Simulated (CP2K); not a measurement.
AgRh:

```xyz
2
Lattice="2.7776 0.0000 0.0000 -1.3888 2.4055 0.0000 0.0000 0.0000 4.8086" Properties=species:S:1:pos:R:3 pbc="T T T"
Ag    0.0000    0.0000    2.4043
Rh    1.3888    0.8018    0.0000
```

The cell comes from a database or a generator and needn't be the stable form of this composition.

- Program: CP2K 2026.2
- Task: single point
- Functional: PBE
- Potentials or basis: POTENTIAL_UZH Ag GTH-PBE-q11, Rh GTH-PBE-q17; TZVP-MOLOPT-PBE-GTH basis
- Density cutoff: 6123 eV
- k mesh: 11 × 11 × 6
- Occupations: fermi-dirac, width 0.05 eV
- Spin: no spin polarisation

On this cell: pressure -1.8 GPa; largest force under 0.003 eV/Å; band gap on the k mesh none (metal or under the smearing width).

The same run follows on a disturbed copy (atoms moved at random, drawn with an rms of 0.05 Å):

```xyz
2
Lattice="2.7776 0.0000 0.0000 -1.3888 2.4055 0.0000 0.0000 0.0000 4.8086" Properties=species:S:1:pos:R:3 pbc="T T T"
Ag   -0.0691   -0.0115    2.4209
Rh    1.4279    0.7566   -0.0426
```

Question: What changes?

Answer: The energy (extrapolated to zero smearing) moves by +9.7 meV/atom; pressure -1.4 GPa; largest force 0.447 eV/Å; band gap on the k mesh none (metal or under the smearing width).

Forces in eV/Å, atoms in the order of the input:
```
Ag   0.116 -0.049 -0.427
Rh  -0.116  0.048  0.429
```

Stress tensor (GPa, compression positive):
```
-1.15 -0.63 -0.34
-0.63 -1.56  0.14
-0.34  0.14 -1.48
```

Caveats: the basis of atomic orbitals isn't converged, which shifts pressures, moduli and gaps.
